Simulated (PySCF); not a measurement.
**C₂H₁₀AlAs: electronic excitations and core binding energies**

Aim: predict the electronic excitations and core binding energies of C₂H₁₀AlAs (`[H][As@OH29+]([H])([AlH3-])CC`).

The runs use PySCF 2.14.0, with density-fitted response routines of our own; the level of theory stands in each step. All values are computed, except where a source is named. Atoms are numbered from 0 throughout.

### Step 1. The molecule as given

14 atoms, charge 0, multiplicity 1; geometry from: GFN2-xTB.

Bonds of the start (Å): C0–C1 1.52, C1–As2 1.97, As2–Al3 2.60, C0–H4 1.09, C0–H5 1.09, C0–H6 1.09, C1–H7 1.10, C1–H8 1.10, As2–H9 1.50, As2–H10 1.51, Al3–H11 1.56, Al3–H12 1.57, Al3–H13 1.58.

### Step 2. Ultraviolet spectrum: B3LYP/def2-SVPD

What the job is given:

```
{"job": {"kind": "uv", "xc": "B3LYP", "basis": "def2-SVPD", "nstates": 8, "ntriplets": 3}, "charge": 0, "multiplicity": 1}
C     -2.037369    -0.187166     0.013572
C     -0.694576     0.462596    -0.298420
As     0.796257    -0.156654     0.823084
Al     2.375961     0.138405    -1.218849
H     -1.981095    -1.267193    -0.126910
H     -2.817612     0.202468    -0.639156
H     -2.326868     0.006605     1.047505
H     -0.763755     1.551005    -0.190272
H     -0.403426     0.265794    -1.339752
H      0.359756    -1.584723     0.906334
H      0.148931     0.138212     2.150524
H      3.805858    -0.011874    -0.610787
H      1.842717     1.560694    -1.623911
H      1.694543    -1.118642    -1.890176
```

With the program's defaults for keys left out, this is: TDDFT B3LYP/def2-SVPD, vertical, gas phase, core orbitals frozen in the response.

**Question.** This job is followed by: delta-SCF UKS SCAN, pcX-2 on the ionised atom, pcseg-1 elsewhere, spin-free X2C. Predict these results of the whole session: lowest singlet (B3LYP/def2-SVPD); brightest single state of those computed; lowest triplet; C1s binding energies, SCAN/pcX-2; Al1s binding energies, SCAN/pcX-2; Al2p binding energies, SCAN/pcX-2.

As calculated:

```
                                quantity                        value
        lowest singlet (B3LYP/def2-SVPD)  5.43 eV (228 nm), f = 0.001
brightest single state of those computed  state 3, 6.28 eV, f = 0.144
                          lowest triplet                      5.10 eV
        C1s binding energies, SCAN/pcX-2      C0 290.99, C1 290.89 eV
       Al1s binding energies, SCAN/pcX-2               Al3 1565.63 eV
       Al2p binding energies, SCAN/pcX-2                 Al3 79.31 eV
```

In words: The first singlet state (HOMO→LUMO 0.98) lies at 5.43 eV and is weak; of the 8 states computed, the strongest absorption comes from state 3 at 6.28 eV. The lowest triplet lies 0.33 eV below the lowest singlet (triplets in Tamm-Dancoff, singlets in full TDDFT). C0 (carbon bonded to C, 3 H) binds its C1s electron 0.11 eV more tightly than C1 (carbon bonded to C, As, 2 H).
